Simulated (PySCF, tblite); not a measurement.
# C3H3FGeO: geometry, infrared bands, NMR shifts and spin-spin couplings

What infrared bands, NMR shifts and spin-spin couplings should C3H3FGeO (`O=[C]1C=[C](F)[GeH2]1`) show?

The runs use tblite 0.8.0 and PySCF 2.14.0, with density-fitted response routines of our own; the level of theory stands in each step. All values are computed, except where a source is named. Atoms count from 0, in the outputs and in this text.

## 1. The molecule as given

9 atoms, charge 0, multiplicity 1; geometry from: force field or distance geometry start.

Bonds of the start (Å): O0–C1 1.25, C1–C2 1.51, C2–C3 1.37, C3–F4 1.36, C3–Ge5 1.85, Ge5–C1 1.82, C2–H6 1.09, Ge5–H7 1.56, Ge5–H8 1.55.

## 2. Geometry optimisation with GFN2-xTB

The job: settings as JSON, then the geometry in Å.

```
{"job": {"kind": "relax", "xc": "GFN2-xTB", "basis": "xTB"}, "charge": 0, "multiplicity": 1}
O     -0.462900     2.240800     0.788100
C     -0.304300     1.069100     0.375600
C     -1.208600    -0.120300     0.148900
C     -0.298600    -1.034100    -0.305300
F     -0.406400    -2.332100    -0.692400
Ge     1.149100     0.102000    -0.142900
H     -2.286800    -0.196700     0.278000
H      2.103800    -0.268600     1.034800
H      1.728200     0.545900    -1.509900
```

Launch:

```bash
$ OMP_NUM_THREADS=1 python probes_run.py task.json out
```

This one command runs all jobs of the session in turn.

**Question.** This job is followed by: GFN2-xTB harmonic vibrations, gas phase; GIAO PBE0/pcSseg-1 NMR shielding, non-relativistic, gas phase; B3LYP/pcJ-1 Ge:pcSseg-1 indirect spin-spin coupling, non-relativistic, gas phase. Predict these results of the whole session: strongest single infrared mode (GFN2-xTB); zero-point energy (GFN2-xTB); 13C shifts against TMS (PBE0/pcSseg-1); 1H shifts against TMS (PBE0/pcSseg-1, means over atoms taken as alike); 17O shifts against H2O (PBE0/pcSseg-1); 19F shifts against CFCl3 (PBE0/pcSseg-1); 73Ge shifts against GeMe4 (PBE0/pcSseg-1); surface potential, 1st and 99th percentile; largest coupling of the table (B3LYP/pcSseg-1+pcJ-1).

As calculated:

| quantity | value |
| --- | --- |
| strongest single infrared mode (GFN2-xTB) | 1808 cm⁻¹, 552 km/mol |
| zero-point energy (GFN2-xTB) | 28.2 kcal/mol |
| 13C shifts against TMS (PBE0/pcSseg-1) | 234.7, 198.7, 145.5 ppm |
| 1H shifts against TMS (PBE0/pcSseg-1, means over atoms taken as alike) | 6.14, 5.53 ppm |
| 17O shifts against H2O (PBE0/pcSseg-1) | 656.8 ppm |
| 19F shifts against CFCl3 (PBE0/pcSseg-1) | -21.0 ppm |
| 73Ge shifts against GeMe4 (PBE0/pcSseg-1) | -122 ppm |
| surface potential, 1st and 99th percentile | -1.37 V and 1.69 V |
| largest coupling of the table (B3LYP/pcSseg-1+pcJ-1) | 1J(C,F) C3–F4, -475.6 Hz |

In words: Relaxing lowered the energy by 1.011 eV in 29 steps; the close pair that moved most is C1–Ge5, from 1.821 to 2.089 Å. All 21 modes are real, so the xTB geometry is a minimum. The strongest single mode, at 1808 cm⁻¹, moves mainly H8 and H7. Unscaled tight-binding wavenumbers are off by several per cent, some by more. Its intensities can rank the bands wrongly. The most deshielded hydrogen is H6 (hydrogen on an α carbon of a C=C–C=O unit), at 6.14 ppm: olefinic region. At PBE0/pcSseg-1: The largest span, 1177 ppm, is at O0, where the paramagnetic term is -718 ppm. By nearest atom (PBE0/pcSseg-1), the HOMO sits on O0 43 %; Ge5 20 % and the LUMO on C3 36 %; C1 25 %. In the run at B3LYP/pcSseg-1+pcJ-1, the largest coupling of the table is C3–F4, -475.6 Hz, of which the Fermi-contact term gives -410.1 Hz. Couplings across rotatable bonds belong to this one conformer; where others are populated, the observed values are averages. Spin-orbit coupling is left out, which matters for shieldings and couplings at and beside the heavy atoms.
